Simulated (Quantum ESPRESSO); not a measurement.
**Ta: work function with PBE**

The system is Ta, a slab with vacuum.

```
Ta
1.0
     2.86010    0.00000    0.00000
    -0.95337    2.69653    0.00000
     0.00000    0.00000   24.34105
Ta
5
Direct
  0.50000 0.50000 0.30812
  0.00000 0.00000 0.40406
  0.50000 0.50000 0.50000
  0.00000 0.00000 0.59594
  0.50000 0.50000 0.69188
```

The slab is cut from a database's or a generator's crystal, which needn't be the stable form of the element.

```yaml
Program: Quantum ESPRESSO 7.5
Task: work function
Functional: PBE
Potentials_or_basis: PseudoDojo 0.4.1 SR PBE standard
Cutoff: 789 eV
Density_cutoff: 3157 eV
k_mesh: 10 × 10 × 1
Occupations: methfessel-paxton, width 0.01 eV
Spin: no spin polarisation
Boundary_across_the_vacuum: none
Mixing_mode: local-TF
Mixing_beta: 0.3
Most_SCF_iterations: 150
SCF_threshold: 5e-09 Ry
```

```yaml
Largest_force: 0.529 eV/Å
Band_gap_on_the_k_mesh: none (metal or under the smearing width)
Work_function_of_the_upper_face: 4.81 eV
Work_function_of_the_lower_face: 4.81 eV
```

Forces in eV/Å, atoms in the order of the input:
```
Ta   0.000  0.000  0.398
Ta   0.000  0.000 -0.529
Ta   0.000  0.000  0.000
Ta   0.000  0.000  0.529
Ta   0.000  0.000 -0.398
```

Levels at points of the mesh, in eV from the Fermi level:
```csv
k point,band 30,band 31,band 32,band 33,band 34,band 35
"(0.00, 0.00, 0.00)",-0.37,-0.08,0.24,0.39,0.47,0.60
"(0.00, -0.50, 0.00)",-1.40,-0.40,0.00,0.53,1.10,1.62
"(-0.50, 0.00, 0.00)",-1.40,-0.40,0.00,0.53,1.10,1.62
"(-0.50, -0.50, 0.00)",-0.32,-0.19,1.22,1.77,1.79,2.08
```

It took 5.9 min on 2 MPI ranks on Arm Neoverse V2, on a shared host, peak memory 0.64 GiB a rank.

Spin-orbit coupling is left out, which matters for the levels of Ta.
